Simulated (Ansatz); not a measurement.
# PbS: dielectric response

Aim: the dielectric constants and Born charges of the known phase of PbS (Fm-3m) with 2 atoms a cell.

The COD entry's cell or inner coordinates are ideal or old and differ from later refinements, so a difference from it is no clean test against experiment.

Code: Ansatz 0.2.0. Linear response, PAW datasets, plane waves. (Simulation; spin polarisation is off.)

## Step 1: The system as given

The cell was relaxed beforehand with r2SCAN+rVV10.

It is cubic, Fm-3m (No. 225); a = 5.941 Å in the conventional setting, 26.21 Å³ an atom. Near Pb stand 6 S at 2.97 Å; near S stand 6 Pb at 2.97 Å.

Structure file:

```xyz
2
Lattice="0.0000 2.9706 2.9706 2.9706 0.0000 2.9706 2.9706 2.9706 0.0000" Properties=species:S:1:pos:R:3 pbc="T T T"
Pb    0.0000    0.0000    0.0000
S     2.9706    2.9706    2.9706
```

## Step 2: Field response with r2SCAN

input.yaml reads:

```yaml
crystal:
  lattice:
    - [0.0, 2.9705683358, 2.9705683358]
    - [2.9705683358, 0.0, 2.9705683358]
    - [2.9705683358, 2.9705683358, 0.0]
  atoms:
    - { symbol: Pb, position: [0.0, 0.0, 0.0] }
    - { symbol: S, position: [0.5, 0.5, 0.5] }
kpoints:
  mp_grid: { grid: [6, 6, 6] }
hamiltonian:
  xc: r2scan
scf:
  occupations: { method: fixed }
dielectric: {}
```

Launch:

```console
$ ansatz run input.yaml --threads 2 --pin off --max-ram 4608MiB --backend cpu --events-out ev --progress --plain --runs-dir out
```

## Step 3: Dielectric tensor and Born charges, PBE

input.yaml: that of step 2 with these lines changed.

```diff
@@ -11,3 +11,3 @@
 hamiltonian:
-  xc: r2scan
+  xc: pbe
 scf:
```

Q: Predict the outcome of this session. Wanted: ε∞, r2SCAN at the r2SCAN+rVV10 cell; ε∞, PBE at the r2SCAN+rVV10 cell; Born charges.

The runs gave:

| quantity | value |
| --- | --- |
| ε∞, r2SCAN at the r2SCAN+rVV10 cell | 14.35 |
| ε∞, PBE at the r2SCAN+rVV10 cell | 16.93 |
| Born charges (mean of the diagonal), PBE | Pb +4.42, S -4.42 e |

A mean ε∞ of 16.9 (PBE) means a refractive index near 4.12 below the gap. PBE screens more (16.93 for PBE, 14.35 for r2SCAN), in step with its smaller gap on the mesh (0.38 and 0.63 eV).

These are semilocal Kohn-Sham gaps, which aren't the measured quantity. Such gaps usually fall short of the measured ones; spin-orbit coupling, left out here, narrows gaps with Pb, so the two errors partly cancel.
